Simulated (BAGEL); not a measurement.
# One shape, several levels: AlHSClF (SMILES [F][Al]([SH])[Cl])

We compute a comparison of 4 runs (B3LYP/6-31G*, B3LYP/6-311+G**, PBE0/6-311+G**, RI-MP2/6-311+G**) of AlHSClF. 

Program for the calculation: BAGEL 1.2.2.

## (1) The structure to begin with

AlHSClF has 5 atoms, charge 0, and is taken as a singlet. As SMILES, `[F][Al]([SH])[Cl]`. The coordinates come from a PBE0-D4/def2-TZVP relaxation. This is one conformer, not always the lowest.

Bond lengths: F1–Al2 1.637 Å, Al2–S3 2.155 Å, Al2–Cl4 2.076 Å, S3–H5 1.345 Å. Angles: F1–Al2–S3 118.4°, F1–Al2–Cl4 119.2°, S3–Al2–Cl4 122.4°, Al2–S3–H5 91.8°.

## (2) The energy at B3LYP/6-31G(d) (density fitting with qzvpp-jkfit, spherical functions) (run 1)

File job.json:

```json
{ "bagel": [

{
  "title": "molecule",
  "basis": "6-31gs.json",
  "df_basis": "qzvpp-jkfit",
  "angstrom": true,
  "geometry": [
    { "atom": "F", "xyz": [   -1.074800,   -1.532300,    1.120000 ] },
    { "atom": "Al", "xyz": [   -0.434500,   -0.368700,    0.162600 ] },
    { "atom": "S", "xyz": [    1.608200,    0.228100,    0.503500 ] },
    { "atom": "Cl", "xyz": [   -1.607500,    0.476200,   -1.328000 ] },
    { "atom": "H", "xyz": [    1.558300,    1.123100,   -0.499600 ] }
  ]
},
{ "title": "ks", "xc_func": "b3lyp" },
{ "title": "print", "file": "orbitals.molden", "orbitals": true }

]}
```

The basis set 6-31G* is read from a file made from the Basis Set Exchange's data (not shown).

Started as:

```sh
BAGEL_NUM_THREADS=1 BAGEL job.json > job.out
```

Output:

```text
* using 1 threads per process

  ===============================================================
  ===============================================================

  *** Geometry ***

  { "atom" : "F", "xyz" : [     -2.031078,     -2.895627,      2.116493 ] },
  { "atom" : "Al", "xyz" : [     -0.821086,     -0.696742,      0.307269 ] },
  { "atom" : "S", "xyz" : [      3.039058,      0.431047,      0.951477 ] },
  { "atom" : "Cl", "xyz" : [     -3.037735,      0.899888,     -2.509556 ] },
  { "atom" : "H", "xyz" : [      2.944760,      2.122351,     -0.944107 ] },

  Number of auxiliary basis functions:      479

  Since a DF basis is specified, we compute 2- and 3-index integrals:
    o Being stored without compression. Storage requirement is 0.019 GB

  Number of basis functions:       70
  Number of electrons      :       56

    * METHOD: MOLECULE                             0.22

  *** Kohn-Sham DFT ***

    * Removing 8160 points whose weight is below 1.00e-10
    * Grid points: 66370

  === Nuclear Repulsion ===
   245.3793436536

       - DIIS with orbital gradients will be used.

  === KS iteration (b3lyp / 6-31gs.json) ===
      0      -1184.28492092          0.13615672           0.28
      1      -1168.91007333          0.15326364           0.23
      2      -1166.18558186          0.14444894           0.24
[... 14 lines of this table left out ...]
     17      -1201.44210916          0.00000000           0.26
    * SCF iteration converged.

    * Permanent dipole moment:
           (   -0.258686,    -0.336535,     0.241773) a.u.

    * METHOD: KS                                   4.78

    * METHOD: PRINT                                0.01

  ===============================================================
```

Wall time 5.4 s (1 thread of Arm Neoverse V2, shared host); peak memory 0.27 GiB.

## (3) The energy at B3LYP/6-311+G(d,p) (density fitting with qzvpp-jkfit) (run 2)

File calc.json:

```json
{ "bagel" : [

{
  "title" : "molecule",
  "basis" : "6-311+gss.json",
  "df_basis" : "qzvpp-jkfit",
  "angstrom" : true,
  "geometry" : [
    { "atom" : "F", "xyz" : [   -1.074800,   -1.532300,    1.120000 ] },
    { "atom" : "Al", "xyz" : [   -0.434500,   -0.368700,    0.162600 ] },
    { "atom" : "S", "xyz" : [    1.608200,    0.228100,    0.503500 ] },
    { "atom" : "Cl", "xyz" : [   -1.607500,    0.476200,   -1.328000 ] },
    { "atom" : "H", "xyz" : [    1.558300,    1.123100,   -0.499600 ] }
  ]
},
{
  "title" : "ks",
  "xc_func" : "b3lyp"
},
{
  "title" : "print",
  "file" : "orbitals.molden",
  "orbitals" : true
}

]}
```

The basis set 6-311+G** is read from a file made from the Basis Set Exchange's data (not shown).

Started as:

```sh
BAGEL_NUM_THREADS=1 BAGEL calc.json > calc.out
```

Output:

```text
* using 1 threads per process

  ===============================================================
  ===============================================================

  *** Geometry ***

  { "atom" : "F", "xyz" : [     -2.031078,     -2.895627,      2.116493 ] },
  { "atom" : "Al", "xyz" : [     -0.821086,     -0.696742,      0.307269 ] },
  { "atom" : "S", "xyz" : [      3.039058,      0.431047,      0.951477 ] },
  { "atom" : "Cl", "xyz" : [     -3.037735,      0.899888,     -2.509556 ] },
  { "atom" : "H", "xyz" : [      2.944760,      2.122351,     -0.944107 ] },

  Number of auxiliary basis functions:      479

  Since a DF basis is specified, we compute 2- and 3-index integrals:
    o Being stored without compression. Storage requirement is 0.053 GB

  Number of basis functions:      118
  Number of electrons      :       56

    * METHOD: MOLECULE                             0.25

  *** Kohn-Sham DFT ***

    * Removing 8160 points whose weight is below 1.00e-10
    * Grid points: 66370

  === Nuclear Repulsion ===
   245.3793436536

       - DIIS with orbital gradients will be used.

  === KS iteration (b3lyp / 6-311+gss.json) ===
      0      -1061.92902844          0.35829071           0.46
      1       -969.17512209          0.33756514           0.38
      2      -1076.55937440          0.26005901           0.44
[... 18 lines of this table left out ...]
     21      -1201.56843638          0.00000001           0.41
    * SCF iteration converged.

    * Permanent dipole moment:
           (   -0.334465,    -0.417300,     0.292945) a.u.

    * METHOD: KS                                   9.55

    * METHOD: PRINT                                0.02

  ===============================================================
```

Run time: 10 s. Hardware: 1 thread of Arm Neoverse V2, shared host; peak memory 0.4 GiB.

## (4) A single-point energy at PBE0/6-311+G(d,p) (density fitting with qzvpp-jkfit) (run 3)

File dft.json:

```json
{ "bagel" : [

{
  "title" : "molecule",
  "basis" : "6-311+gss.json",
  "df_basis" : "qzvpp-jkfit",
  "angstrom" : true,
  "geometry" : [
    { "atom" : "F", "xyz" : [      -1.074800,      -1.532300,       1.120000 ] },
    { "atom" : "Al", "xyz" : [      -0.434500,      -0.368700,       0.162600 ] },
    { "atom" : "S", "xyz" : [       1.608200,       0.228100,       0.503500 ] },
    { "atom" : "Cl", "xyz" : [      -1.607500,       0.476200,      -1.328000 ] },
    { "atom" : "H", "xyz" : [       1.558300,       1.123100,      -0.499600 ] }
  ]
},

{ "title" : "ks", "xc_func" : "pbe0" },

{ "title" : "print", "file" : "orbitals.molden", "orbitals" : true }

]}
```

The basis set 6-311+G** is read from a file made from the Basis Set Exchange's data (not shown).

Started as:

```sh
BAGEL_NUM_THREADS=1 BAGEL dft.json > dft.out
```

Output:

```text
* using 1 threads per process

  ===============================================================
  ===============================================================

  *** Geometry ***

  { "atom" : "F", "xyz" : [     -2.031078,     -2.895627,      2.116493 ] },
  { "atom" : "Al", "xyz" : [     -0.821086,     -0.696742,      0.307269 ] },
  { "atom" : "S", "xyz" : [      3.039058,      0.431047,      0.951477 ] },
  { "atom" : "Cl", "xyz" : [     -3.037735,      0.899888,     -2.509556 ] },
  { "atom" : "H", "xyz" : [      2.944760,      2.122351,     -0.944107 ] },

  Number of auxiliary basis functions:      479

  Since a DF basis is specified, we compute 2- and 3-index integrals:
    o Being stored without compression. Storage requirement is 0.053 GB

  Number of basis functions:      118
  Number of electrons      :       56

    * METHOD: MOLECULE                             0.25

  *** Kohn-Sham DFT ***

    * Removing 8160 points whose weight is below 1.00e-10
    * Grid points: 66370

  === Nuclear Repulsion ===
   245.3793436536

       - DIIS with orbital gradients will be used.

  === KS iteration (pbe0 / 6-311+gss.json) ===
      0      -1061.24912055          0.35812074           0.42
      1       -970.44977285          0.32932335           0.43
      2      -1076.51621608          0.25853154           0.39
[... 16 lines of this table left out ...]
     19      -1201.01230735          0.00000001           0.43
    * SCF iteration converged.

    * Permanent dipole moment:
           (   -0.326738,    -0.427840,     0.308233) a.u.

    * METHOD: KS                                   8.57

    * METHOD: PRINT                                0.02

  ===============================================================
```

It took 9 s on 1 thread of Arm Neoverse V2, shared host; peak memory 0.4 GiB.

## (5) The energy at RI-MP2/6-311+G(d,p) (density fitting with qzvpp-jkfit) (run 4)

File calc.json:

```json
{ "bagel": [

{
  "title": "molecule",
  "basis": "6-311+gss.json",
  "df_basis": "qzvpp-jkfit",
  "angstrom": true,
  "geometry": [
    { "atom": "F", "xyz": [   -1.074800,   -1.532300,    1.120000 ] },
    { "atom": "Al", "xyz": [   -0.434500,   -0.368700,    0.162600 ] },
    { "atom": "S", "xyz": [    1.608200,    0.228100,    0.503500 ] },
    { "atom": "Cl", "xyz": [   -1.607500,    0.476200,   -1.328000 ] },
    { "atom": "H", "xyz": [    1.558300,    1.123100,   -0.499600 ] }
  ]
},
{
  "title": "hf",
  "charge": 0
},
{
  "title": "mp2",
  "charge": 0,
  "ncore": 16
}

]}
```

The basis set 6-311+G** is read from a file made from the Basis Set Exchange's data (not shown).

Started as:

```sh
BAGEL_NUM_THREADS=1 BAGEL calc.json > calc.out
```

Output:

```text
* using 1 threads per process

  ===============================================================
  ===============================================================

  *** Geometry ***

[... 29 lines left out ...]
    * SCF iteration converged.
[... 1 line left out ...]
    * Permanent dipole moment:
[... 2 lines left out ...]
    * METHOD: HF                                   2.01

  *** RHF ***

  === Nuclear Repulsion ===
   245.3793436536

      * DIIS with orbital gradients will be used.

  === RHF iteration (6-311+gss.json) ===
      0      -1199.22021291          0.00000000           0.14
    * SCF iteration converged.

    * Permanent dipole moment:
           (   -0.295018,    -0.416269,     0.310960) a.u.

  === DF-MP2 calculation ===

    * freezing 16 orbitals
    * 3-index integral transformation done
    * assembly done

      MP2 correlation energy:   -0.5333020198      0.08

      MP2 total energy:       -1199.7535149348

    * METHOD: MP2                                  0.38

  ===============================================================
```

Run time: 2.8 s. Hardware: 1 thread of Arm Neoverse V2, shared host; peak memory 0.16 GiB.

## (6) All runs side by side

```csv
run,level,frozen core orbitals,energy (Eh),dipole moment (D),HOMO energy (eV),LUMO energy (eV),wall time
1,"B3LYP/6-31G* (density fitting with qzvpp-jkfit, spherical functions)",–,-1201.442109,1.24,-7.97,-1.32,5.4 s
2,B3LYP/6-311+G** (density fitting with qzvpp-jkfit),–,-1201.568436,1.55,-8.13,-1.69,10 s
3,PBE0/6-311+G** (density fitting with qzvpp-jkfit),–,-1201.012307,1.58,-8.40,-1.43,9 s
4,RI-MP2/6-311+G** (density fitting with qzvpp-jkfit),16,-1199.753515,–,–,–,2.8 s
```

## (7) What came out

| quantity | value |
| --- | --- |
| run 4: total energy | -1199.75351 Eh |
| run 4: correlation energy (16 core orbitals frozen) | -533.3 mEh |

Over runs 1, 2, 3 the dipole moment (its size) runs from 1.24 D (B3LYP/6-31G*) to 1.58 D (PBE0/6-311+G**). The two ends differ in method and basis. Over runs 1, 2, 3 the HOMO–LUMO gap runs from 6.44 eV (B3LYP/6-311+G**) to 6.97 eV (PBE0/6-311+G**). Totals of different functionals can't be ranked against each other. All runs together took 27 s, the longest 10 s.
